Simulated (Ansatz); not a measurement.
Write a Python script for the Ansatz DFT code, driven from Python that makes a comparison of functionals at one structure of NaLa, space group P-6m2. Use (first run): BLYP, PAW, cutoff 320 eV, 9×9×5 k-points, Fermi-Dirac smearing of 0.3 eV. The script varies functional: blyp, pbe, revpbe, lda, r2scan.

The script reads `nala.vasp`:
```text
NaLa
1.0
   3.60625077    0.00000000    0.00000000
  -1.80312538    3.12310478    0.00000000
   0.00000000    0.00000000    6.48378200
Na La
1 1
Direct
   0.00000000    0.00000000    0.00000000
   0.33333333    0.66666667    0.50000000
```

`xc_nala.py`:
```python
"""One structure of NaLa under several functionals."""

import ansatz
from ase.io import read
import pandas as pd

atoms = read("nala.vasp", format="vasp")
cell = ansatz.Crystal.from_ase(atoms)

calculation = cell.calculation()
calculation = calculation.basis(320)
calculation = calculation.accuracy("low")
calculation = calculation.kpoints(9, 9, 5).occupations("fermi_dirac", width=0.3)
calculation = calculation.scf(tolerance=1e-07)
calculation = calculation.forces()
calculation = calculation.stress()

rows = []
for value in ["blyp", "pbe", "revpbe", "lda", "r2scan"]:
    rep = calculation.functional(value).run(threads=1, pin="off").report
    rows.append((value, rep["free_energy_ev"] / len(rep["lattice"]["sites"]), rep["n_iterations"], sum(rep["stress_gpa"][i][i] for i in range(3)) / 3, max(abs(f) for row in rep["forces_ev_ang"] for f in row), rep["n_kpoints"]))

table = pd.DataFrame(rows, columns=["functional", "F/atom (eV)", "iterations", "P (GPa)", "max component (eV/A)", "k-points"])
print(table.round(5).to_string(index=False))
```

```console
$ python xc_nala.py
DeckWarning: basis.ecutwfc = 320 eV is below the records' recommended 420 eV, and the density's cutoff is lower with it unless basis.ecutrho_ratio is high enough to keep the records' density cutoff: compare with a run at a higher cutoff
DeckWarning: output.stress: scf.convergence.dr2_threshold = 1e-7 eV (the SCF's general default) is looser than the 2e-10 eV advised for a printed stress (1e-10 eV for each atom of the cell: 2). What an SCF threshold leaves in a stress goes as its square root, [...]
DeckWarning: basis.ecutwfc = 320 eV is below the records' recommended 500 eV, and the density's cutoff is lower with it unless basis.ecutrho_ratio is high enough to keep the records' density cutoff: compare with a run at a higher cutoff
functional  F/atom (eV)  iterations  P (GPa)  max component (eV/A)  k-points
      blyp  -3879.20052           8  1.45193                   0.0        36
       pbe  -3868.24958           7  0.57207                   0.0        36
    revpbe  -3872.66353           7  1.31405                   0.0        36
       lda  -3771.32129           8 -1.43364                   0.0        36
    r2scan  -3876.60407           8  0.51078                   0.0        36
```
(Warnings from the package without file and line, shortened.)

Caveats:
- The cutoff lies under the one recommended for these potentials.
- Under the recommended cutoff a pressure can be off by several GPa, even in sign.
- BLYP can be off by several per cent in the lattices of metals, and by several GPa in the pressure at a fixed cell.
- A Fermi-Dirac width this large means warm electrons, whose thermal share enters the free energy.
- Forces vanish by symmetry here and test nothing.
- Pressure is positive in compression.
- The structure comes from a database of computed cells and needn't be a stable or known phase.
- Total energies of different functionals can't be compared; pressures, moments and gaps at this one structure can.
- The whole script took 25 s on 1 thread of Intel(R) Xeon(R) Processor @ 2.30GHz (shared host), peak memory 0.67 GiB.
